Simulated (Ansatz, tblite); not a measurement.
# B9N9 wurtzite hole sphere (B₉N₉H₂₄): one state, many levels

An exercise on one series of results from a longer session: the logs are not shown, and one member is left open.

Computed with Ansatz 0.2.0, Gaussian basis. Level: as each input shows.

The runs, in order: GFN1-xTB, GFN2-xTB, PBE-D4/def2-TZVP, r2SCAN-D4/def2-TZVP, LC-ωPBE/def2-TZVP, B3LYP-D4/def2-TZVP, BLYP-D4/def2-TZVP, LC-ωPBE(0.10)/def2-SVP, LC-ωPBE(0.15)/def2-SVP, LC-ωPBE(0.20)/def2-SVP, LC-ωPBE(0.30)/def2-SVP, PBE-D4/def2-SVP, PBE0-D4/def2-SVP, HF/STO-3G, MP2/def2-SVP, RPA/def2-SVP.

### The relaxed structure

The singlet was relaxed beforehand with PBE-D4/def2-SVP.

42 atoms, charge 0, spin multiplicity 1.

Bond lengths: B1–N2 1.615 Å, B1–N3 1.585 Å, B1–H19 1.230 Å, B1–H20 1.230 Å, N2–B5 1.586 Å, N2–H21 1.028 Å, N2–H22 1.028 Å, N3–B4 1.572 Å, N3–B11 1.572 Å, N3–H23 1.029 Å, B4–N6 1.613 Å, B4–N7 1.572 Å, B4–H24 1.227 Å, B5–N6 1.570 Å, B5–N12 1.570 Å, B5–H25 1.229 Å, N6–B9 1.570 Å, N6–H26 1.027 Å and more. Angles: N2–B1–N3 104.4°, N2–B1–H19 108.8°, N2–B1–H20 108.8°, N3–B1–H19 110.7°, N3–B1–H20 110.7°, H19–B1–H20 113.1°, B1–N2–B5 113.8°, B1–N2–H21 110.2°, B1–N2–H22 110.2°, B5–N2–H21 109.0°, B5–N2–H22 109.0°, H21–N2–H22 104.2°, B1–N3–B4 111.4°, B1–N3–B11 111.4°, B1–N3–H23 104.1°, B4–N3–B11 112.3°, B4–N3–H23 108.6°, B11–N3–H23 108.6° and more.

PBE0-D4/def2-TZVP was run before; its log isn't repeated, and its numbers join the tables.

The first run:

Tight binding, by tblite at 300 K electronic temperature and without a spin-polarisation term:

```python
tblite.interface.Calculator('GFN1-xTB', numbers, positions, charge=0, uhf=0).singlepoint()
```

Tight binding, by tblite at 300 K electronic temperature and without a spin-polarisation term:

```python
tblite.interface.Calculator('GFN2-xTB', numbers, positions, charge=0, uhf=0).singlepoint()
```

start.molden holds the orbitals of an earlier run on this state, given as this run's starting guess.

The input, in.yaml:

```yaml
crystal:
  periodic: [false, false, false]
  atoms:
    - {symbol: B, position_ang: [-0.001142, -3.012540, -0.839921]}
    - {symbol: N, position_ang: [-0.002242, -2.951377, 0.773939]}
    - {symbol: N, position_ang: [-0.000681, -1.493519, -1.292344]}
    - {symbol: B, position_ang: [-1.305893, -0.753874, -0.822643]}
    - {symbol: B, position_ang: [-0.000971, -1.477244, 1.358549]}
    - {symbol: N, position_ang: [-1.254740, -0.722539, 0.789301]}
    - {symbol: N, position_ang: [-1.292139, 0.745538, -1.294456]}
    - {symbol: B, position_ang: [-2.607774, 1.506063, -0.844139]}
    - {symbol: B, position_ang: [-1.279943, 0.741429, 1.356450]}
    - {symbol: N, position_ang: [-2.555451, 1.478840, 0.769815]}
    - {symbol: B, position_ang: [1.305154, -0.755089, -0.822726]}
    - {symbol: N, position_ang: [1.253833, -0.724191, 0.789238]}
    - {symbol: N, position_ang: [1.292733, 0.744422, -1.294512]}
    - {symbol: B, position_ang: [0.000686, 1.506697, -0.824780]}
    - {symbol: B, position_ang: [1.280997, 0.739709, 1.356382]}
    - {symbol: N, position_ang: [0.000962, 1.448976, 0.787165]}
    - {symbol: B, position_ang: [2.608940, 1.503999, -0.844247]}
    - {symbol: N, position_ang: [2.557675, 1.475059, 0.769701]}
    - {symbol: H, position_ang: [-1.027030, -3.577851, -1.215941]}
    - {symbol: H, position_ang: [1.025316, -3.577900, -1.214315]}
    - {symbol: H, position_ang: [-0.814465, -3.459078, 1.147301]}
    - {symbol: H, position_ang: [0.808064, -3.461247, 1.148484]}
    - {symbol: H, position_ang: [-0.000816, -1.537228, -2.319948]}
    - {symbol: H, position_ang: [-2.312144, -1.334851, -1.217922]}
    - {symbol: H, position_ang: [-0.000884, -1.518365, 2.586866]}
    - {symbol: H, position_ang: [-2.088894, -1.203073, 1.147254]}
    - {symbol: H, position_ang: [-1.328921, 0.765971, -2.322128]}
    - {symbol: H, position_ang: [-3.610284, 0.899096, -1.218234]}
    - {symbol: H, position_ang: [-2.584218, 2.676567, -1.221927]}
    - {symbol: H, position_ang: [-1.316372, 0.763675, 2.584716]}
    - {symbol: H, position_ang: [-3.402465, 1.032488, 1.144224]}
    - {symbol: H, position_ang: [-2.589350, 2.436610, 1.141833]}
    - {symbol: H, position_ang: [2.310994, -1.336729, -1.218066]}
    - {symbol: H, position_ang: [2.087308, -1.205938, 1.147143]}
    - {symbol: H, position_ang: [1.329587, 0.764643, -2.322185]}
    - {symbol: H, position_ang: [0.001057, 2.667972, -1.221927]}
    - {symbol: H, position_ang: [1.317449, 0.761986, 2.584646]}
    - {symbol: H, position_ang: [0.001655, 2.412072, 1.143981]}
    - {symbol: H, position_ang: [3.611027, 0.897238, -1.219795]}
    - {symbol: H, position_ang: [2.585398, 2.674964, -1.220629]}
    - {symbol: H, position_ang: [3.403873, 1.026274, 1.143070]}
    - {symbol: H, position_ang: [2.594106, 2.432327, 1.142744]}
basis:
  gaussian: {orbitals: def2-TZVP, fitting: {mean_field: def2-universal-jkfit}, initial_orbitals: start.molden}
hamiltonian: {xc: pbe, dispersion: d4}
scf: {omitted_lower_state_checks: [starts]}
output: {forces: true, orbitals: {seedname: orbitals}}
```

On the command line:

```console
$ ansatz run in.yaml --threads 2 --pin off --events-out ev --progress --plain --max-ram 32768MiB --backend cuda --devices 0, --max-vram 18GiB
```

Among the steps run: PBE-D4/def2-TZVP; r2SCAN-D4/def2-TZVP; LC-ωPBE/def2-TZVP; B3LYP-D4/def2-TZVP; BLYP-D4/def2-TZVP; LC-ωPBE(0.10)/def2-SVP; LC-ωPBE(0.15)/def2-SVP; LC-ωPBE(0.20)/def2-SVP; LC-ωPBE(0.30)/def2-SVP; PBE-D4/def2-SVP; PBE0-D4/def2-SVP; HF/STO-3G; MP2/def2-SVP; RPA/def2-SVP.

One table of the session follows, with a row left open; its other results are not shown here.

It belongs to the step «Binding energy». 

| level | binding an atom (eV) |
| --- | --- |
| HF/STO-3G | 3.908 |
| HF/def2-SVP | ? |
| PBE-D4/def2-SVP | 4.325 |
| PBE-D4/def2-TZVP | 4.260 |
| BLYP-D4/def2-TZVP | 4.173 |
| r2SCAN-D4/def2-TZVP | 4.166 |
| B3LYP-D4/def2-TZVP | 4.182 |
| PBE0-D4/def2-SVP | 4.264 |
| PBE0-D4/def2-TZVP | 4.196 |
| LC-ωPBE/def2-TZVP | 4.168 |
| MP2/def2-SVP | 4.043 |

Q: Estimate the row for HF/def2-SVP from the others.

As computed: binding an atom (eV): 3.085. In the column «binding an atom (eV)» it is the lowest.

Limits of these values: Free atoms were run apart at each level; binding is atoms less cluster, divided by the number of atoms, without zero-point or spin-orbit terms.
